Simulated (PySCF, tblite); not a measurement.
# C₂H₁₀Si₂: a rotation path, then NMR shifts on frames, part 2 of 2

tblite 0.8.0 and PySCF 2.14.0. Atoms count from 0.

## 5. Shielding tensors: image 4, PBE0/pcSseg-1

What the job is given:

```
{"job": {"kind": "nmr", "xc": "PBE0", "basis": "pcSseg-1", "pop": false}, "charge": 0, "multiplicity": 1}
C     -1.724100    -0.127700    -0.354800
Si    -0.932000    -0.088100     1.367300
C      0.969400     0.004400     1.212100
Si     1.689300     0.202600    -0.535600
H     -1.424600     0.737800    -0.938300
H     -2.808200    -0.136700    -0.306700
H     -1.412300    -1.013800    -0.901000
H     -1.441200     1.067500     2.121900
H     -1.305400    -1.308500     2.100400
H      1.391000    -0.902500     1.645900
H      1.336600     0.819700     1.836200
H      1.149100    -0.832100    -1.420600
H      1.365100     1.524500    -1.078100
H      3.146700     0.052400    -0.490700
```

With the program's defaults for keys left out, this is: GIAO PBE0/pcSseg-1 NMR shielding, non-relativistic, gas phase.

Standard output:

```text
coarse grid: 11624 points
cycle   1  E = -660.7697291985  dE = -1.122e-01  |g| = 4.218e-01  |ddm| = 3.128e+00
cycle   2  E = -660.7530288112  dE =  1.670e-02  |g| = 4.809e-01  |ddm| = 7.159e-01
cycle   3  E = -660.8140580729  dE = -6.103e-02  |g| = 3.261e-02  |ddm| = 4.251e-01
cycle   4  E = -660.8143214192  dE = -2.633e-04  |g| = 1.423e-02  |ddm| = 4.853e-02
cycle   5  E = -660.8143712007  dE = -4.978e-05  |g| = 3.935e-03  |ddm| = 1.539e-02
cycle   6  E = -660.8143750968  dE = -3.896e-06  |g| = 5.724e-04  |ddm| = 3.778e-03
final grid: 99992 points
cycle   7  E = -660.8364818827  dE = -1.645e-05  |g| = 6.079e-03  |ddm| = 1.751e-02
cycle   8  E = -660.8364773920  dE =  4.491e-06  |g| = 7.305e-03  |ddm| = 1.082e-02
cycle   9  E = -660.8364912665  dE = -1.387e-05  |g| = 3.108e-04  |ddm| = 6.017e-03
cycle  10  E = -660.8364912817  dE = -1.520e-08  |g| = 1.347e-04  |ddm| = 3.684e-04
cycle  11  E = -660.8364912863  dE = -4.604e-09  |g| = 2.909e-05  |ddm| = 1.308e-04
cycle  12  E = -660.8364912865  dE = -2.018e-10  |g| = 3.988e-06  |ddm| = 3.500e-05
converged SCF energy = -660.8364912865

GIAO shielding tensors (ppm)
atom      isotropic    diamagn.    paramagn.     s11        s22        s33       span
  0 C      193.375     254.748     -61.372    187.738    191.981    200.406     12.668
  1 Si     394.688     880.059    -485.372    359.293    392.358    432.412     73.119
  2 C      204.353     257.439     -53.085    199.532    203.966    209.562     10.030
  3 Si     425.568     880.330    -454.761    402.291    409.798    464.616     62.326
  4 H       31.571      32.628      -1.057     26.841     30.270     37.601     10.759
  5 H       31.642      29.407       2.235     26.903     27.958     40.064     13.161
  6 H       31.364      32.362      -0.999     26.840     29.670     37.580     10.740
  7 H       27.368      29.049      -1.682     23.574     25.768     32.761      9.187
  8 H       27.349      29.041      -1.693     23.563     25.718     32.766      9.203
  9 H       31.768      31.269       0.499     26.088     29.123     40.094     14.007
 10 H       31.774      30.838       0.935     26.265     28.869     40.188     13.923
 11 H       27.824      30.579      -2.754     23.939     27.420     32.114      8.175
 12 H       27.828      30.074      -2.246     24.526     26.074     32.884      8.359
 13 H       27.680      29.123      -1.442     24.042     25.326     33.673      9.631
```

Run time: 7.8 s. Hardware: 1 thread of Arm Neoverse V2, shared host; peak memory 0.68 GiB.

This run: δ C0 -6.5, C2 -17.4, Si1 -45.5, Si3 -76.4, H8 4.37, H7 4.35 ppm.

## 6. NMR shieldings: image 6, PBE0/pcSseg-1

What the job is given:

```
{"job": {"kind": "nmr", "xc": "PBE0", "basis": "pcSseg-1", "pop": false}, "charge": 0, "multiplicity": 1}
C     -1.759800    -0.369100    -0.326600
Si    -0.929300     0.040400     1.328000
C      0.961200    -0.125900     1.159100
Si     1.728800     0.415500    -0.492000
H     -1.394700     0.283200    -1.114100
H     -2.837900    -0.254700    -0.276700
H     -1.551000    -1.393400    -0.624800
H     -1.287200     1.403300     1.745600
H     -1.406300    -0.899800     2.355700
H      1.228100    -1.170100     1.325900
H      1.433800     0.429300     1.969900
H      1.060500    -0.262400    -1.605400
H      1.608200     1.864800    -0.666200
H      3.145200     0.038300    -0.520600
```

Level: GIAO PBE0/pcSseg-1 NMR shielding, non-relativistic, gas phase.

Standard output:

```text
coarse grid: 11624 points
cycle   1  E = -660.7704627279  dE = -1.125e-01  |g| = 4.227e-01  |ddm| = 3.126e+00
cycle   2  E = -660.7533603166  dE =  1.710e-02  |g| = 4.833e-01  |ddm| = 7.199e-01
cycle   3  E = -660.8150507463  dE = -6.169e-02  |g| = 3.249e-02  |ddm| = 4.279e-01
cycle   4  E = -660.8153119664  dE = -2.612e-04  |g| = 1.438e-02  |ddm| = 4.904e-02
cycle   5  E = -660.8153630255  dE = -5.106e-05  |g| = 3.942e-03  |ddm| = 1.548e-02
cycle   6  E = -660.8153669412  dE = -3.916e-06  |g| = 5.433e-04  |ddm| = 3.803e-03
final grid: 99992 points
cycle   7  E = -660.8378951997  dE = -1.666e-05  |g| = 6.242e-03  |ddm| = 1.704e-02
cycle   8  E = -660.8378905173  dE =  4.682e-06  |g| = 7.474e-03  |ddm| = 1.106e-02
cycle   9  E = -660.8379050349  dE = -1.452e-05  |g| = 3.284e-04  |ddm| = 6.174e-03
cycle  10  E = -660.8379050532  dE = -1.827e-08  |g| = 1.337e-04  |ddm| = 3.865e-04
cycle  11  E = -660.8379050577  dE = -4.515e-09  |g| = 2.874e-05  |ddm| = 1.286e-04
cycle  12  E = -660.8379050579  dE = -1.937e-10  |g| = 4.469e-06  |ddm| = 3.376e-05
converged SCF energy = -660.8379050579

GIAO shielding tensors (ppm)
atom      isotropic    diamagn.    paramagn.     s11        s22        s33       span
  0 C      192.541     254.363     -61.822    186.667    193.208    197.748     11.081
  1 Si     393.936     880.117    -486.182    359.181    390.870    431.755     72.574
  2 C      200.838     257.412     -56.575    193.719    200.803    207.991     14.272
  3 Si     426.326     880.325    -453.999    403.180    408.106    467.690     64.510
  4 H       31.455      32.809      -1.354     26.411     30.445     37.510     11.099
  5 H       31.597      29.402       2.195     26.961     27.976     39.854     12.893
  6 H       31.587      31.827      -0.241     27.411     29.167     38.182     10.771
  7 H       27.433      29.333      -1.901     23.914     25.700     32.683      8.769
  8 H       27.291      28.978      -1.687     23.533     25.486     32.855      9.322
  9 H       31.834      31.958      -0.125     26.509     29.211     39.781     13.272
 10 H       31.866      30.492       1.373     26.434     28.754     40.409     13.974
 11 H       27.794      30.645      -2.851     23.662     27.884     31.836      8.174
 12 H       27.853      29.746      -1.893     24.656     25.740     33.162      8.506
 13 H       27.672      29.111      -1.438     24.024     25.337     33.655      9.631
```

Run time: 7.9 s. Hardware: 1 thread of Arm Neoverse V2, shared host; peak memory 0.68 GiB.

This run: δ C0 -5.6, C2 -13.9, Si1 -44.8, Si3 -77.2, H8 4.43, H7 4.28 ppm.

## 7. Shielding tensors: image 8, PBE0/pcSseg-1

What the job is given:

```
{"job": {"kind": "nmr", "xc": "PBE0", "basis": "pcSseg-1", "pop": false}, "charge": 0, "multiplicity": 1}
C     -1.877600    -0.549100    -0.244300
Si    -0.905500     0.144000     1.229400
C      0.943100    -0.260900     1.035800
Si     1.838700     0.573800    -0.414900
H     -1.567500    -0.087500    -1.177100
H     -2.942400    -0.371400    -0.128100
H     -1.734000    -1.621200    -0.345400
H     -1.099700     1.598000     1.313900
H     -1.407300    -0.470800     2.469600
H      1.059500    -1.341600     0.943400
H      1.452000     0.014900     1.959700
H      1.247600     0.149500    -1.686600
H      1.736800     2.029600    -0.292800
H      3.255500     0.192200    -0.404700
```

Level: GIAO PBE0/pcSseg-1 NMR shielding, non-relativistic, gas phase.

Standard output:

```text
coarse grid: 11624 points
cycle   1  E = -660.7723852313  dE = -1.157e-01  |g| = 4.233e-01  |ddm| = 3.125e+00
cycle   2  E = -660.7551509678  dE =  1.723e-02  |g| = 4.843e-01  |ddm| = 7.222e-01
cycle   3  E = -660.8171407697  dE = -6.199e-02  |g| = 3.240e-02  |ddm| = 4.295e-01
cycle   4  E = -660.8174017229  dE = -2.610e-04  |g| = 1.446e-02  |ddm| = 4.928e-02
cycle   5  E = -660.8174535442  dE = -5.182e-05  |g| = 3.971e-03  |ddm| = 1.557e-02
cycle   6  E = -660.8174575322  dE = -3.988e-06  |g| = 5.018e-04  |ddm| = 3.850e-03
final grid: 99992 points
cycle   7  E = -660.8392747355  dE = -1.646e-05  |g| = 5.995e-03  |ddm| = 1.518e-02
cycle   8  E = -660.8392702810  dE =  4.455e-06  |g| = 7.219e-03  |ddm| = 1.040e-02
cycle   9  E = -660.8392838295  dE = -1.355e-05  |g| = 3.027e-04  |ddm| = 5.945e-03
cycle  10  E = -660.8392838448  dE = -1.533e-08  |g| = 1.362e-04  |ddm| = 3.748e-04
cycle  11  E = -660.8392838496  dE = -4.798e-09  |g| = 2.404e-05  |ddm| = 1.279e-04
cycle  12  E = -660.8392838497  dE = -1.285e-10  |g| = 4.417e-06  |ddm| = 2.738e-05
converged SCF energy = -660.8392838497

GIAO shielding tensors (ppm)
atom      isotropic    diamagn.    paramagn.     s11        s22        s33       span
  0 C      193.415     253.825     -60.410    188.597    193.161    198.487      9.890
  1 Si     391.596     880.259    -488.663    358.248    386.761    429.779     71.531
  2 C      198.619     257.507     -58.889    188.032    198.305    209.519     21.488
  3 Si     424.125     880.099    -455.974    395.198    408.011    469.167     73.969
  4 H       31.419      32.604      -1.185     26.424     30.032     37.801     11.377
  5 H       31.593      29.271       2.322     26.947     28.001     39.829     12.882
  6 H       31.686      31.420       0.266     27.295     29.245     38.519     11.224
  7 H       27.490      29.767      -2.277     24.224     25.828     32.419      8.194
  8 H       27.256      29.151      -1.895     23.399     25.516     32.852      9.453
  9 H       31.982      32.579      -0.596     27.231     29.261     39.455     12.223
 10 H       31.893      30.649       1.244     26.243     28.992     40.444     14.201
 11 H       27.794      30.192      -2.398     23.924     27.117     32.340      8.416
 12 H       27.841      29.543      -1.702     24.490     26.042     32.992      8.502
 13 H       27.606      28.902      -1.296     23.958     25.304     33.556      9.598
```

It took 7.8 s on 1 thread of Arm Neoverse V2, shared host; peak memory 0.68 GiB.

In short: δ C0 -6.5, C2 -11.7, Si1 -42.4, Si3 -75.0, H8 4.46, H7 4.23 ppm.

## 8. Run by run: NMR shifts

Shifts (ppm) of some atoms, chosen among heavy atoms and hydrogens apart, with basis size and wall time:

```csv
frame,C0,C2,H7,H6,H4,Si1,Si3,functions,time
image 0,-6.5,-12.1,4.47,0.25,0.07,-42.1,-75.2,132,12 s
image 2,-6.9,-15.7,4.43,0.26,0.14,-44.4,-76.5,132,8 s
image 4,-6.5,-17.4,4.35,0.35,0.15,-45.5,-76.4,132,7.8 s
image 6,-5.6,-13.9,4.28,0.13,0.26,-44.8,-77.2,132,7.9 s
image 8,-6.5,-11.7,4.23,0.03,0.30,-42.4,-75.0,132,7.8 s
```

## 9. Results

This closing draws on all 2 parts.

| quantity | value |
| --- | --- |
| barrier | 0.053 eV (1.2 kcal/mol) at image 4 |
| end to end (GFN2-xTB) | 0.001 eV |
| 13C shifts against TMS (PBE0/pcSseg-1, image 0) | -6.5, -12.1 ppm |
| 1H shifts against TMS (PBE0/pcSseg-1, image 0) | 4.47, 4.25, 4.10, 3.94, 3.87, 0.25, 0.12, 0.07, -0.18, -0.20 ppm |
| 29Si shifts against TMS (PBE0/pcSseg-1, image 0) | -42.1, -75.2 ppm |
| surface potential, 1st and 99th percentile | -0.12 V and 0.91 V |
| range of the shift of C2 | -17.4 to -11.7 ppm |

**Reading.** Along the band the dihedral turns by 123°, and the top (dihedral 6°) lies 1.2 kcal/mol above the start (GFN2-xTB, rough), so at room temperature this motion is fast. The top was not checked by a frequency run. Shifts at one fixed geometry are not the observed spectrum, which averages over the motion. Across the 5 runs the shift of C2 moves most, between -17.4 (image 4) and -11.7 ppm (image 8).
